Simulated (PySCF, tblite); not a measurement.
# F₂H₇NSi₃, a small molecule taken as a stand-in for a surface group (Si site with back bonds F, [H], N([SiH3])[SiH3]): NMR shifts, core binding energies and electronic excitations

Aim: the NMR shifts, core binding energies and electronic excitations of `F[SiH](F)N([SiH3])[SiH3]`.

Computed with tblite 0.8.0 and PySCF 2.14.0; each step states its level. No surroundings beyond the atoms listed, unless a continuum is named. Atoms count from 0, parts from 1.

### Step 1. The system as given

13 atoms, charge 0, multiplicity 1; geometry: distance geometry start.

### Step 2. Relaxing the cluster with GFN2-xTB

What the job is given:

```
{"job": {"kind": "relax", "xc": "GFN2-xTB", "basis": "xTB"}, "charge": 0, "multiplicity": 1}
Si     0.751878    -0.904475     0.210238
F      0.431368    -1.122827    -1.428645
N     -0.261367     0.475724     0.863902
Si    -1.931519    -0.010052     1.438481
Si    -0.154607     2.051210    -0.073771
F      2.386140    -0.525525     0.406245
H      0.480402    -2.078151     0.948339
H     -2.648327     1.196569     1.752708
H     -1.814307    -0.792051     2.640350
H     -2.622359    -0.727370     0.441369
H      0.924627     2.824348     0.475718
H     -1.351139     2.768104     0.104429
H      0.078046     1.777021    -1.436130
```

Level: GFN2-xTB geometry optimisation, gas phase.

Run with:

```console
> OMP_NUM_THREADS=1 python cluster_run.py task.json out
```

One launch serves the whole session: the jobs run in the order shown.

**Question.** The jobs that follow are: PBE0-D3(BJ)/def2-SVP geometry optimisation, gas phase; GIAO PBE0/pcSseg-1 NMR shielding, non-relativistic, gas phase; delta-SCF UKS SCAN, pcX-2 on the ionised atom, pcseg-1 elsewhere, spin-free X2C; TDDFT CAM-B3LYP/def2-SVPD, vertical, gas phase, core orbitals frozen in the response. Predict: point group; rotational constants (main isotopes); 1H shifts against TMS (PBE0/pcSseg-1); 29Si shifts against TMS (PBE0/pcSseg-1); 19F shifts against CFCl3 (PBE0/pcSseg-1); 15N shifts against NH3 (PBE0/pcSseg-1); Si2p binding energies, SCAN/pcX-2 (standing for 2 of 3 atoms); F1s binding energies, SCAN/pcX-2; N1s binding energies, SCAN/pcX-2; lowest singlet (CAM-B3LYP/def2-SVPD); brightest single state of those computed; lowest triplet; vertical ionisation energy (ΔSCF).

As calculated:

| quantity | value |
| --- | --- |
| point group | C1 |
| rotational constants (main isotopes) | 2.18, 1.50, 1.01 GHz |
| 1H shifts against TMS (PBE0/pcSseg-1) | 4.87, 4.77, 4.68, 4.66, 4.64, 4.58, 4.58 ppm |
| 29Si shifts against TMS (PBE0/pcSseg-1) | -42.0, -45.6, -53.3 ppm |
| 19F shifts against CFCl3 (PBE0/pcSseg-1) | -128.0, -147.1 ppm |
| 15N shifts against NH3 (PBE0/pcSseg-1) | 12.7 ppm |
| Si2p binding energies, SCAN/pcX-2 (standing for 2 of 3 atoms) | Si0 109.38, Si3 107.74 eV |
| F1s binding energies, SCAN/pcX-2 | F1 692.82, F5 692.69 eV |
| N1s binding energies, SCAN/pcX-2 | N2 404.47 eV |
| lowest singlet (CAM-B3LYP/def2-SVPD) | 6.86 eV (181 nm), f = 0.002 |
| brightest single state of those computed | state 3, 7.82 eV, f = 0.061 |
| lowest triplet | 6.50 eV |
| vertical ionisation energy (ΔSCF) | 10.24 eV |

**Reading.** The start of the PBE0/def2-SVP relaxation was shaken at random by about 0.01 Å, so part of the energy gained, and of the first lengths quoted, undoes that. Relaxing lowered the energy by 0.218 eV in 22 steps; the close pair that moved most is N2–Si3, from 1.704 to 1.769 Å (PBE0/def2-SVP). Hydrogens of an XH3 group are listed apart at this fixed geometry; free rotation makes them one line at their mean. At PBE0/pcSseg-1: The largest span, 138 ppm, is at F5, where the paramagnetic term is -164 ppm. At SCAN/pcX-2: Si0 (silicon bonded to 2 F, N, H) binds its Si2p electron 1.64 eV more tightly than Si3 (silicon bonded to N, 3 H). Only 2 of the 3 Si atoms are covered by sound results. At SCAN/pcX-2: F1 (fluorine bonded to Si) binds its F1s electron 0.13 eV more tightly than F5 (fluorine bonded to Si). The lowest singlet, at 6.86 eV, is HOMO→LUMO 0.95 and is weak; of the 6 states computed, the strongest absorption comes from state 3 at 7.82 eV. The lowest triplet lies 0.36 eV below the lowest singlet (triplets in Tamm-Dancoff, singlets in full TDDFT). The orbital energy would give 9.59 eV for ionisation, ΔSCF gives 10.24 eV. A capped cluster stands for the solid here, so long-range fields and strain are missing, and bands or shifts of the capping hydrogens have no counterpart in it.
